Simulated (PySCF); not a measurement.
# HBr (hydrogen bromide): PBE/def2-QZVPP

Aim: the vertical ionisation energy of HBr (hydrogen bromide) at PBE/def2-QZVPP, from 2 runs. The job is set up through a Python script.

The results are computed with PySCF 2.14.0.

### Step 1. Starting point

The species is HBr (2 atoms), meant as a singlet with charge 0. As SMILES, `Br`. Geometry: relaxed at GFN2-xTB.

Bond lengths: Br1–H2 1.401 Å.

### Step 2. The energy at PBE/def2-QZVPP

Input file input.py:

```python
from pyscf import gto, dft

mol = gto.M(
    atom='''
Br    -0.594900     0.214950    -0.300840
H      0.594900    -0.214950     0.300840
''',
    max_memory=1860,
    verbose=3,
    charge=0,
    spin=0,
    basis='def2-qzvpp',
)

mf = dft.RKS(mol)
mf.xc = 'pbe'
mf.conv_tol = 1e-10
mf.grids.level = 4
mf.kernel()
if not mf.converged:
    mf = mf.newton().run(mf.mo_coeff, mf.mo_occ)

e_final = mf.e_tot
print('E = %.10f Eh' % e_final)
```

Launch:

```sh
OMP_NUM_THREADS=1 python input.py
```

Standard output:

```text
converged SCF energy = -2574.42388936284
E = -2574.4238893628 Eh
```

It took 6 s on 1 thread of Intel Xeon Platinum 8375C at 2.90GHz (Ice Lake), shared host; peak memory 0.52 GiB.

### Step 3. The doublet cation

Input file run.py:

```python
from pyscf import gto, dft

mol = gto.M(
    atom='Br -0.594900 0.214950 -0.300840; H 0.594900 -0.214950 0.300840',
    basis='def2-qzvpp',
    charge=1,
    verbose=3,
    spin=1,
    max_memory=1860,
)

calc0 = dft.UKS(mol, xc='pbe')
calc0.grids.level = 4
calc0.conv_tol = 1e-10
calc0.kernel()
if not calc0.converged:
    calc0 = calc0.newton().run(calc0.mo_coeff, calc0.mo_occ)

e_final = calc0.e_tot
print('E(%s) = %.9f' % ('PBE', e_final))
```

Launch:

```sh
OMP_NUM_THREADS=1 python run.py
```

Standard output:

```text
WARN: HOMO -0.674004421051695 >= LUMO -0.673087273382879

WARN: HOMO -0.591070665008833 >= LUMO -0.590892704516342

converged SCF energy = -2573.99287707562  <S^2> = 0.75270769  2S+1 = 2.0027059
E(PBE) = -2573.992877076
```

It took 8.1 s on 1 thread of Intel Xeon Platinum 8375C at 2.90GHz (Ice Lake), shared host; peak memory 0.53 GiB.

### Step 4. Summary of results

At PBE/def2-QZVPP:

| quantity | value |
| --- | --- |
| singlet HBr: total energy | -2574.42389 Eh |
| singlet HBr: dipole moment | 0.87 D |
| singlet HBr: HOMO energy | -7.46 eV |
| singlet HBr: LUMO energy | -1.14 eV |
| singlet HBr: HOMO–LUMO gap | 6.32 eV |
| doublet cation: total energy | -2573.99288 Eh |
| doublet cation: HOMO energy (highest over α and β) | -16.27 eV |
| doublet cation: LUMO energy (lowest over α and β) | -16.01 eV |
| doublet cation: ⟨S²⟩ | 0.753 |
| vertical ionisation energy (to the doublet cation) | 11.728 eV |

What this shows: Removing an electron at fixed nuclei costs 11.73 eV (270 kcal/mol). −ε(HOMO) before ionisation, 7.46 eV, is 4.27 eV below this ionisation energy.
